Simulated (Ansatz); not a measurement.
This script for a rigid scan of one bond length of FGe₂H₆N, SMILES [NH2][GeH]([F])[GeH3] with the Python package of Ansatz (0.2.0) holds a mistake.

The script, `scan.py`:
```python
"""Stretching a bond of FGe2H6N, the rest held rigid."""

import ansatz as az
import matplotlib.pyplot as plt
import numpy as np


def main() -> None:
    geometry_ang = [
        ("N", (-0.4183, 1.0431, -1.5001)),
        ("Ge", (0.7109, 0.3725, -0.2593)),
        ("F", (2.0257, -0.3892, -1.103)),
        ("Ge", (-0.3548, -1.2381, 1.0727)),
        ("H", (0.054, 1.8313, -2.0379)),
        ("H", (-1.2271, 1.5754, -0.9743)),
        ("H", (1.2742, 1.5123, 0.6572)),
        ("H", (-0.9206, -2.3665, 0.1565)),
        ("H", (-1.6142, -0.5539, 1.8455)),
        ("H", (0.5533, -1.8379, 2.1456)),
    ]
    mol = az.Crystal.molecule()
    for symbol, xyz in geometry_ang:
        mol = mol.atom(symbol, xyz)

    symbols = [site.symbol for site in mol.cartesian_sites]
    start = np.array([site.position_ang for site in mol.cartesian_sites])
    axis = (start[0] - start[1]) / np.linalg.norm(start[0] - start[1])
    moving = [0, 4, 5]
    lengths, energies = [1.59, 1.662, 1.734, 1.807, 1.879, 1.951, 2.024, 2.132], []
    for length in lengths:
        xyz = start.copy()
        xyz[moving] += (length - np.linalg.norm(start[0] - start[1])) * axis
        point = az.Crystal.molecule()
        for symbol, xyz in zip(symbols, xyz):
            point = point.atom(symbol, xyz.tolist())
        setup = point.calculation().basis("def2-SVP").functional("r2scan")
        rep = setup.run(threads=1).report
        energies.append(rep["free_energy_ev"])
        print(f"r = {length:6.3f} A  E = {energies[-1]:.5f} eV  <S^2> = {abs(rep['mean_field']['state']['spin_squared']):.3f}")

    # quartic fit about the minimum
    fit = np.polynomial.Polynomial.fit(lengths, np.array(energies) - min(energies), 4).convert()
    roots = [r.real for r in fit.deriv().roots() if abs(r.imag) < 1e-9 and fit.deriv(2)(r.real) > 0]
    r_e = min(roots, key=lambda r: abs(r - lengths[int(np.argmin(energies))]))
    print(f"minimum of the fit at {r_e:.4f} A, force constant {fit.deriv(2)(r_e):.2f} eV/A^2")
    plt.figure(figsize=(4.5, 3))
    plt.plot(lengths, np.array(energies) - min(energies), "o-")
    plt.xlabel("bond length (A)")
    plt.ylabel("E - E(min) (eV)")
    plt.tight_layout()
    plt.savefig("scan.png", dpi=100)


if __name__ == "__main__":
    main()
```

Running `python scan.py` prints:
```text
Traceback (most recent call last):
  File "scan.py", line 55, in <module>
    main()
    ~~~~^^
  File "scan.py", line 36, in main
    setup = point.calculation().basis("def2-SVP").functional("r2scan")
            ~~~~~~~~~~~~~~~~~~~~~~~~~^^^^^^^^^^^^
  ...
ansatz.errors.InputError: .basis: cutoff (an energy: a number in eV, or e.g. 30 * az.Ry) is a number, got 'def2-SVP'
```
(Library frames cut from the traceback.)

Why does it end like this?

The fault: the basis name must go under gaussian=. The change:

```diff
--- before
+++ after
@@ -35,3 +35,3 @@
             point = point.atom(symbol, xyz.tolist())
-        setup = point.calculation().basis("def2-SVP").functional("r2scan")
+        setup = point.calculation().basis(gaussian="def2-SVP").functional("r2scan")
         rep = setup.run(threads=1).report
```

After the fix:

```console
$ python scan.py
r =  1.590 A  E = -117321.16310 eV  <S^2> = 0.000
r =  1.662 A  E = -117321.78550 eV  <S^2> = 0.000
r =  1.734 A  E = -117322.13041 eV  <S^2> = 0.000
r =  1.807 A  E = -117322.27805 eV  <S^2> = 0.000
r =  1.879 A  E = -117322.28286 eV  <S^2> = 0.000
r =  1.951 A  E = -117322.19029 eV  <S^2> = 0.000
r =  2.024 A  E = -117322.02863 eV  <S^2> = 0.000
r =  2.132 A  E = -117321.71227 eV  <S^2> = 0.000
minimum of the fit at 1.8437 A, force constant 22.27 eV/A^2
```

Total energies depend on the basis set; only differences at equal settings carry meaning. The rest of the molecule is held rigid at a force-field or estimated start geometry, and the basis set is modest; single-reference methods fail as a bond breaks. The orbitals are restricted, so S² is zero by construction. It ran for 73 s on 1 thread of AMD EPYC 7R43 64-Core Processor (Zen 3), with other jobs on the host, peak memory 0.29 GiB.

(Lines on the test bed's own set-up are left out of the output.)
